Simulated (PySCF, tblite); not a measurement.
# C6H12B2OSi: geometry, infrared bands and NMR shifts

What infrared bands and NMR shifts should C6H12B2OSi (`COBC1=CC=C(C)[SiH2]B1`) show?

Programs: tblite 0.8.0 and PySCF 2.14.0, with density-fitted response routines of our own. Each step states its level of theory. These are calculated values for one molecule in the gas phase, unless marked as measured. Atoms are numbered from 0 throughout.

### 1 Starting geometry

22 atoms, charge 0, multiplicity 1; geometry from: force field or distance geometry start.

Bonds of the start (Å): C0–O1 1.41, O1–B2 1.45, B2–C3 1.58, C3–C4 1.33, C4–C5 1.44, C5–C6 1.32, C6–C7 1.46, C6–Si8 1.84, Si8–B9 1.94, B9–C3 1.54, C0–H10 1.12, C0–H11 1.13, C0–H12 1.09, B2–H13 1.20, C4–H14 1.10, C5–H15 1.11, C7–H16 1.13, C7–H17 1.11, C7–H18 1.13, Si8–H19 1.46, Si8–H20 1.49, B9–H21 1.19.

### 2 Relaxing the molecule with GFN2-xTB

Job settings and geometry (Å):

```
{"job": {"kind": "relax", "xc": "GFN2-xTB", "basis": "xTB"}, "charge": 0, "multiplicity": 1}
C      4.256700     0.867200     0.441200
O      2.959400     1.286100     0.098700
B      2.241800     0.104300    -0.337100
C      0.665400     0.044500    -0.312700
C      0.131400    -0.712200     0.635100
C     -1.271400    -0.929100     0.853900
C     -2.256900    -0.404600     0.157100
C     -3.619400    -0.741100     0.547500
Si    -2.017900     0.724300    -1.269800
B     -0.090000     0.860300    -1.373500
H      4.608500     0.108600    -0.306100
H      4.157000     0.290800     1.404200
H      4.969700     1.689400     0.554100
H      2.887900    -0.876000    -0.564400
H      0.825200    -1.223100     1.317800
H     -1.554800    -1.591500     1.702700
H     -4.361700    -0.567200    -0.286200
H     -3.944900    -0.211300     1.471700
H     -3.763000    -1.831100     0.799900
H     -2.609400     0.210600    -2.501100
H     -2.578600     2.073500    -0.958400
H      0.354500     0.847000    -2.476100
```

On the command line:

```bash
$ OMP_NUM_THREADS=1 python probes_run.py task.json out
```

This one command runs all jobs of the session in turn.

**Question.** This job is followed by: GFN2-xTB harmonic vibrations, gas phase; GIAO PBE0/pcSseg-1 NMR shielding, non-relativistic, gas phase. Predict these results of the whole session: strongest single infrared mode (GFN2-xTB); zero-point energy (GFN2-xTB); ¹³C shifts against TMS (PBE0/pcSseg-1); ¹H shifts against TMS (PBE0/pcSseg-1, means over atoms taken as alike); ¹⁷O shifts against H2O (PBE0/pcSseg-1); ¹¹B shifts against BF3·OEt2 (PBE0/pcSseg-1); ²⁹Si shifts against TMS (PBE0/pcSseg-1).

As calculated:

| quantity | value |
| --- | --- |
| strongest single infrared mode (GFN2-xTB) | 1296 cm⁻¹, 610 km/mol |
| zero-point energy (GFN2-xTB) | 102.7 kcal/mol |
| ¹³C shifts against TMS (PBE0/pcSseg-1) | 187.3, 171.6, 148.5, 144.6, 62.7, 33.5 ppm |
| ¹H shifts against TMS (PBE0/pcSseg-1, means over atoms taken as alike) | 8.72, 8.54, 7.33, 5.58, 4.37, 4.07, 2.48 ppm |
| ¹⁷O shifts against H2O (PBE0/pcSseg-1) | 163.8 ppm |
| ¹¹B shifts against BF3·OEt2 (PBE0/pcSseg-1) | 86.3, 43.6 ppm |
| ²⁹Si shifts against TMS (PBE0/pcSseg-1) | -95.9 ppm |

What this shows: Over 235 steps the energy fell by 1.293 eV; of the close pairs, O1–B2 changed most, 1.450 to 1.338 Å. All 60 modes are real, so the xTB geometry is a minimum. The strongest single mode, at 1296 cm⁻¹, moves mainly B2 and O1. GFN2-xTB is a fitted tight-binding method: band positions and strengths are rough. Its intensities can rank the bands wrongly. At PBE0/pcSseg-1: The widest tensor belongs to O1: span 398 ppm, with a paramagnetic part of -231 ppm.
